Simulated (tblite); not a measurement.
# C4H12GeS: the cost of one run

The runs use tblite 0.8.0 and PySCF 2.14.0, with density-fitted response routines of our own; the level of theory stands in each step. All values are computed, except where a source is named. Atoms are numbered from 0 throughout.

## (1) The molecule as given

18 atoms, charge 0, multiplicity 1; geometry from: force field or distance geometry start.

Bonds of the start (Å): C0–S1 1.81, S1–C2 1.78, C2–C3 1.53, C3–C4 1.52, C3–Ge5 1.93, C0–H6 1.10, C0–H7 1.10, C0–H8 1.10, C2–H9 1.14, C2–H10 1.08, C3–H11 1.12, C4–H12 1.08, C4–H13 1.12, C4–H14 1.11, Ge5–H15 1.56, Ge5–H16 1.55, Ge5–H17 1.54.

## (2) Optimising the geometry with GFN2-xTB

What the job is given:

```
{"job": {"kind": "relax", "xc": "GFN2-xTB", "basis": "xTB"}, "charge": 0, "multiplicity": 1}
C      3.083100     0.034000    -0.293300
S      1.621300    -0.193500     0.749600
C      0.240600    -0.987700    -0.050400
C     -1.024300    -0.156700     0.143400
C     -2.244400    -0.845800    -0.449400
Ge    -0.906900     1.657200    -0.510200
H      3.958800    -0.327900     0.272400
H      3.208100     1.105800    -0.525600
H      3.022100    -0.590800    -1.202000
H      0.504800    -0.993900    -1.161400
H      0.075800    -1.997300     0.310900
H     -1.150200    -0.102900     1.253500
H     -2.056300    -1.861300    -0.777800
H     -2.568300    -0.262500    -1.343500
H     -3.035700    -0.866100     0.332100
H     -2.326200     2.287500    -0.384800
H     -0.495100     1.650800    -2.002900
H      0.084100     2.457600     0.362900
```

Run with:

```
OMP_NUM_THREADS=1 python probes_run.py task.json out
```

This one command runs all jobs of the session in turn.

**Question.** How long does this first job take on 1 thread of Arm Neoverse N1, shared host, and how much memory does it need?

About 1.5 s, with a peak of 0.18 GiB.
